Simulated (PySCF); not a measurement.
**CH₅ClOSi: electronic excitations and core binding energies**

Wanted: the electronic excitations and core binding energies of CH₅ClOSi (`O[SiH2]CCl`), by calculation.

The runs use PySCF 2.14.0, with density-fitted response routines of our own; the level of theory stands in each step. All values are computed, except where a source is named. Atoms are numbered from 0 throughout.

## (1) The starting structure

9 atoms, charge 0, multiplicity 1; geometry from: GFN2-xTB.

Bonds of the start (Å): O0–Si1 1.62, Si1–C2 1.92, C2–Cl3 1.79, O0–H4 0.96, Si1–H5 1.45, Si1–H6 1.46, C2–H7 1.09, C2–H8 1.09.

## (2) Excited states and response: PBE0/def2-SVPD

What the job is given:

```
{"job": {"kind": "uv", "xc": "PBE0", "basis": "def2-SVPD", "nstates": 8, "ntriplets": 3}, "charge": 0, "multiplicity": 1}
O      1.702894     0.652307     0.197095
Si     0.660886    -0.583794     0.161777
C     -1.055497     0.029370    -0.428582
Cl    -1.599581     1.353394     0.646209
H      1.466010     1.498738     0.571429
H      1.225918    -1.476783    -0.838270
H      0.474277    -1.173192     1.485705
H     -1.823625    -0.737240    -0.386451
H     -1.037721     0.443194    -1.434091
```

With the program's defaults for keys left out, this is: TDDFT PBE0/def2-SVPD, vertical, gas phase, core orbitals frozen in the response.

Started as:

```console
OMP_NUM_THREADS=1 python probes_run.py task.json out
```

The driver reads the jobs from task.json and runs them one after another.

What it wrote:

```text
coarse grid: 8520 points
cycle   1  E = -865.1736323239  dE =  2.538e-01  |g| = 6.554e-01  |ddm| = 3.326e+00
cycle   2  E = -865.0391373629  dE =  1.345e-01  |g| = 1.058e+00  |ddm| = 1.427e+00
cycle   3  E = -865.2557771422  dE = -2.166e-01  |g| = 6.446e-02  |ddm| = 8.603e-01
cycle   4  E = -865.2566708016  dE = -8.937e-04  |g| = 2.289e-02  |ddm| = 1.105e-01
cycle   5  E = -865.2567977981  dE = -1.270e-04  |g| = 6.783e-03  |ddm| = 3.846e-02
cycle   6  E = -865.2568091678  dE = -1.137e-05  |g| = 1.847e-03  |ddm| = 1.055e-02
cycle   7  E = -865.2568100724  dE = -9.046e-07  |g| = 3.793e-04  |ddm| = 2.758e-03
final grid: 72952 points
cycle   8  E = -865.3585661088  dE = -1.176e-05  |g| = 5.965e-03  |ddm| = 3.072e-02
cycle   9  E = -865.3585577002  dE =  8.409e-06  |g| = 8.801e-03  |ddm| = 1.394e-02
cycle  10  E = -865.3585737995  dE = -1.610e-05  |g| = 6.524e-04  |ddm| = 8.069e-03
cycle  11  E = -865.3585739024  dE = -1.029e-07  |g| = 7.747e-05  |ddm| = 9.056e-04
cycle  12  E = -865.3585739037  dE = -1.270e-09  |g| = 4.040e-05  |ddm| = 1.703e-04
cycle  13  E = -865.3585739041  dE = -3.940e-10  |g| = 1.216e-05  |ddm| = 6.034e-05
converged SCF energy = -865.3585739041

Static polarisability (au): isotropic 56.511, principal 49.830 53.490 66.212

Singlet excitations
state   eV       nm        f      main configurations
  1   6.5595    189.0   0.02746   H->L 0.93
  2   7.0907    174.9   0.00667   H-1->L 0.89
  3   7.2112    171.9   0.00094   H->L+1 0.90
  4   7.5803    163.6   0.01605   H-2->L 0.79, H->L+2 0.09
  5   7.8155    158.6   0.00495   H->L+2 0.76, H-2->L 0.10
  6   7.8452    158.0   0.01061   H-1->L+1 0.87
  7   8.1615    151.9   0.00323   H-2->L+1 0.90
  8   8.3101    149.2   0.03645   H->L+3 0.81

Triplet excitations (Tamm-Dancoff, eV): 5.8975 6.4386 6.9256
```

Run time: 18 s. Hardware: 1 thread of Arm Neoverse N1, shared host; peak memory 0.52 GiB.

Frontier orbitals and where they lie:

```csv
orbital,eV,atoms
HOMO−3,-10.01,"O0 41 %, Cl3 25 %, C2 12 %"
HOMO−2,-9.10,"O0 38 %, Si1 23 %, H6 18 %"
HOMO−1,-8.76,"Cl3 78 %, C2 13 %"
HOMO,-8.17,"Cl3 49 %, C2 22 %, Si1 12 %"
LUMO,-0.17,"Cl3 32 %, Si1 18 %, C2 16 %"
LUMO+1,0.35,"Si1 26 %, Cl3 21 %, O0 13 %"
LUMO+2,0.92,"Cl3 29 %, Si1 19 %, C2 17 %"
```

With each of the 8 states as a Gaussian band of 0.4 eV half-width at 1/e, the curve within the window shown has maxima at 188 nm (ε 1,200), 151 nm (ε 1,800) L/(mol cm). Beyond the last state computed it falls off for lack of states. The curve at chosen wavelengths:

nm, ε (L/mol/cm) and a bar:
```
      144        894 ##############
      147       1496 ########################
      149       1752 #############################
      152       1818 ##############################
      154       1727 ############################
      157       1561 #########################
      159       1467 ########################
      162       1315 #####################
      164       1186 ###################
      167        966 ###############
      170        776 ############
      172        695 ##########
      175        662 ##########
      177        700 ##########
      180        830 #############
      182        943 ###############
      185       1097 #################
      188       1166 ##################
      190       1143 ##################
      193       1009 ################
      195        873 #############
      198        643 #########
      200        496 #######
      203        311 ###
      205        217 ##
      208        118
```

Further results of this job:

```csv
property,computed
dipole moment (D),0.97
polarisability (Å³),8.37
HOMO–LUMO gap (eV),8.00
−ε(HOMO) (eV),8.17
```

## (3) X-ray photoelectron lines: SCAN, X2C

Settings changed since step 2:

```diff
@@ -1,2 +1,2 @@
-{"job": {"kind": "uv", "xc": "PBE0", "basis": "def2-SVPD", "nstates": 8, "ntriplets": 3}, "charge": 0, "multiplicity": 1}
+{"job": {"kind": "xps"}, "charge": 0, "multiplicity": 1}
 O      1.702894     0.652307     0.197095
```

Method: delta-SCF UKS SCAN, pcX-2 on the ionised atom, pcseg-1 elsewhere, spin-free X2C.

What it wrote:

```text
ground state, core basis on atom 0 (O), 120 functions
  cycle   1  E = -867.80959604  |g| = 8.41e-01
  cycle   2  E = -867.44879194  |g| = 1.61e+00
  cycle   3  E = -867.92882517  |g| = 1.38e-01
  cycle   4  E = -867.93247884  |g| = 6.12e-02
  cycle   5  E = -867.93337175  |g| = 2.08e-02
  cycle   6  E = -867.93347908  |g| = 6.23e-03
  cycle   7  E = -867.93348799  |g| = 2.06e-03
  cycle   8  E = -867.93349091  |g| = 2.20e-04
  E(ground) = -867.97033182 Eh
hole in O 1s of atom 0
  cycle   1  E = -847.32555851  |g| = 2.22e+00
  cycle   2  E = -846.20722296  |g| = 2.39e+00
  cycle   3  E = -847.99437956  |g| = 5.12e-01
  cycle   4  E = -848.09711734  |g| = 2.28e-01
  cycle   5  E = -848.12850063  |g| = 6.83e-02
  cycle   6  E = -848.13067622  |g| = 2.87e-02
  cycle   7  E = -848.13110876  |g| = 8.05e-03
  cycle   8  E = -848.13114362  |g| = 1.33e-03
  cycle   9  E = -848.13114536  |g| = 5.04e-04
  cycle  10  E = -848.13114562  |g| = 1.20e-04
  E(ion) = -848.16870619 Eh   <S^2> = 0.7610   hole on atom = 1.000   binding energy = 538.830 eV
ground state, core basis on atom 1 (Si), 131 functions
  cycle   1  E = -868.00325259  |g| = 2.96e-01
  cycle   2  E = -868.00185142  |g| = 1.18e-01
  cycle   3  E = -868.00050138  |g| = 1.41e-01
  cycle   4  E = -868.00416585  |g| = 1.33e-02
  cycle   5  E = -868.00419431  |g| = 1.90e-03
  cycle   6  E = -868.00419605  |g| = 5.34e-04
  cycle   7  E = -868.00419558  |g| = 1.39e-04
  E(ground) = -868.00189810 Eh
hole in Si 1s of atom 1
  cycle   1  E = -799.05972629  |g| = 4.35e+00
  cycle   2  E = -798.98536376  |g| = 2.21e+00
  cycle   3  E = -799.68155995  |g| = 8.38e-01
  cycle   4  E = -800.05622959  |g| = 3.32e-01
  cycle   5  E = -800.08934383  |g| = 1.97e-01
  cycle   6  E = -800.10589942  |g| = 2.77e-02
  cycle   7  E = -800.10618480  |g| = 1.01e-02
  cycle   8  E = -800.10624520  |g| = 3.71e-03
  cycle   9  E = -800.10625142  |g| = 1.53e-03
  cycle  10  E = -800.10625281  |g| = 2.95e-04
  E(ion) = -800.11083786 Eh   <S^2> = 0.7521   hole on atom = 1.000   binding energy = 1847.410 eV
hole in Si 2p of atom 1
  cycle   1  E = -863.71946027  |g| = 1.23e+00
  cycle   2  E = -863.54762241  |g| = 1.13e+00
  cycle   3  E = -863.97432449  |g| = 3.20e-01
  cycle   4  E = -864.02558731  |g| = 1.32e-01
  cycle   5  E = -864.03093057  |g| = 6.48e-02
  cycle   6  E = -864.03287159  |g| = 9.64e-03
  cycle   7  E = -864.03291803  |g| = 3.36e-03
  cycle   8  E = -864.03292451  |g| = 1.31e-03
  cycle   9  E = -864.03292537  |g| = 3.78e-04
  E(ion) = -864.04112147 Eh   <S^2> = 0.7515   hole on atom = 1.002   binding energy = 107.778 eV
  2p3/2 = 107.534 eV   2p1/2 = 108.159 eV
ground state, core basis on atom 2 (C), 120 functions
  cycle   1  E = -867.90311298  |g| = 6.52e-02
  cycle   2  E = -867.90308774  |g| = 3.83e-02
  cycle   3  E = -867.90326105  |g| = 2.79e-02
  cycle   4  E = -867.90340068  |g| = 6.44e-03
  cycle   5  E = -867.90341002  |g| = 8.43e-04
  cycle   6  E = -867.90341111  |g| = 3.55e-04
  E(ground) = -867.94245833 Eh
hole in C 1s of atom 2
  cycle   1  E = -856.60768172  |g| = 1.51e+00
  cycle   2  E = -854.59974565  |g| = 2.38e+00
  cycle   3  E = -856.96340202  |g| = 7.01e-01
  cycle   4  E = -857.12285539  |g| = 3.92e-01
  cycle   5  E = -857.17764704  |g| = 1.02e-01
  cycle   6  E = -857.18167949  |g| = 2.49e-02
  cycle   7  E = -857.18197969  |g| = 7.96e-03
  cycle   8  E = -857.18203320  |g| = 3.96e-03
  cycle   9  E = -857.18204829  |g| = 1.97e-03
  cycle  10  E = -857.18205609  |g| = 6.42e-04
  cycle  11  E = -857.18205850  |g| = 2.07e-04
  E(ion) = -857.21708848 Eh   <S^2> = 0.7770   hole on atom = 1.000   binding energy = 291.852 eV
ground state, core basis on atom 3 (Cl), 131 functions
  cycle   1  E = -868.08486710  |g| = 4.86e-01
  cycle   2  E = -868.08501852  |g| = 4.67e-02
  cycle   3  E = -868.08499385  |g| = 3.44e-02
  cycle   4  E = -868.08514762  |g| = 7.77e-03
  cycle   5  E = -868.08516246  |g| = 2.21e-03
  cycle   6  E = -868.08516040  |g| = 2.54e-04
  E(ground) = -868.11091811 Eh
hole in Cl 1s of atom 3
  cycle   1  E = -762.88489550  |g| = 5.47e+00
  cycle   2  E = -762.13282629  |g| = 2.47e+00
  cycle   3  E = -759.17985729  |g| = 2.51e+00
  cycle   4  E = -764.08181883  |g| = 2.98e-01
  cycle   5  E = -764.07225531  |g| = 3.13e-01
  cycle   6  E = -764.12156901  |g| = 5.22e-02
  cycle   7  E = -764.12281536  |g| = 1.37e-02
  cycle   8  E = -764.12289084  |g| = 5.33e-03
  cycle   9  E = -764.12289951  |g| = 2.71e-03
  cycle  10  E = -764.12290342  |g| = 5.51e-04
  cycle  11  E = -764.12290332  |g| = 1.36e-04
  E(ion) = -764.15608999 Eh   <S^2> = 0.7525   hole on atom = 1.000   binding energy = 2828.755 eV
hole in Cl 2p of atom 3
  cycle   1  E = -860.02076864  |g| = 1.70e+00
  cycle   2  E = -858.94776392  |g| = 1.69e+00
  cycle   3  E = -860.07222366  |g| = 8.83e-01
  cycle   4  E = -860.45839971  |g| = 1.82e-01
  cycle   5  E = -860.47354842  |g| = 1.18e-01
  cycle   6  E = -860.47973192  |g| = 2.03e-02
  cycle   7  E = -860.47990139  |g| = 8.26e-03
  cycle   8  E = -860.47992977  |g| = 3.22e-03
  cycle   9  E = -860.47993566  |g| = 5.12e-04
  cycle  10  E = -860.47993458  |g| = 1.97e-04
  E(ion) = -860.51302564 Eh   <S^2> = 0.7517   hole on atom = 1.001   binding energy = 206.749 eV
  2p3/2 = 206.150 eV   2p1/2 = 207.804 eV
```

Run time: 39 s. Hardware: 1 thread of Arm Neoverse N1, shared host; peak memory 0.38 GiB.

The holes in one table. −ε is the ground-state orbital energy:

```csv
hole,stands for,environment,ΔSCF (eV; 2p as the shell's mean),−ε (eV),⟨S²⟩
O1s on O0,O0,"oxygen bonded to Si, H",538.83,516.8,0.761
Si1s on Si1,Si1,"silicon bonded to C, O, 2 H",1847.41,1793.9,0.752
Si2p on Si1,Si1,"silicon bonded to C, O, 2 H",107.74,96.7,0.751
C1s on C2,C2,sp3 CH2 bonded to Cl and Si,291.85,275.0,0.777
Cl1s on Cl3,Cl3,chlorine bonded to C,2828.75,2763.6,0.753
Cl2p on Cl3,Cl3,chlorine bonded to C,206.70,193.4,0.752
```

With the spin-orbit splitting: Si1 2p3/2 107.53, 2p1/2 108.16 eV; Cl3 2p3/2 206.15, 2p1/2 207.80 eV. The table gives each 2p level as the mean over the whole 2p shell (two parts 2p3/2, one part 2p1/2), which differs a little from the single hole in the log.

## (4) Outcome

| quantity | value |
| --- | --- |
| lowest singlet (PBE0/def2-SVPD) | 6.56 eV (189 nm), f = 0.027 |
| brightest single state of those computed | state 8, 8.31 eV, f = 0.036 |
| lowest triplet | 5.90 eV |
| O1s binding energies, SCAN/pcX-2 | O0 538.83 eV |
| Si1s binding energies, SCAN/pcX-2 | Si1 1847.41 eV |
| Si2p binding energies, SCAN/pcX-2 | Si1 107.74 eV |
| C1s binding energies, SCAN/pcX-2 | C2 291.85 eV |
| Cl1s binding energies, SCAN/pcX-2 | Cl3 2828.75 eV |
| Cl2p binding energies, SCAN/pcX-2 | Cl3 206.70 eV |

What this shows: The lowest singlet, at 6.56 eV, is HOMO→LUMO 0.93 and is weak; of the 8 states computed, the strongest absorption comes from state 8 at 8.31 eV (the last computed, so partners may be missing). The lowest triplet lies 0.66 eV below the lowest singlet (triplets in Tamm-Dancoff, singlets in full TDDFT). States above −ε(HOMO) lie where TDDFT describes them poorly and they hang on the basis; the brightest is among them.
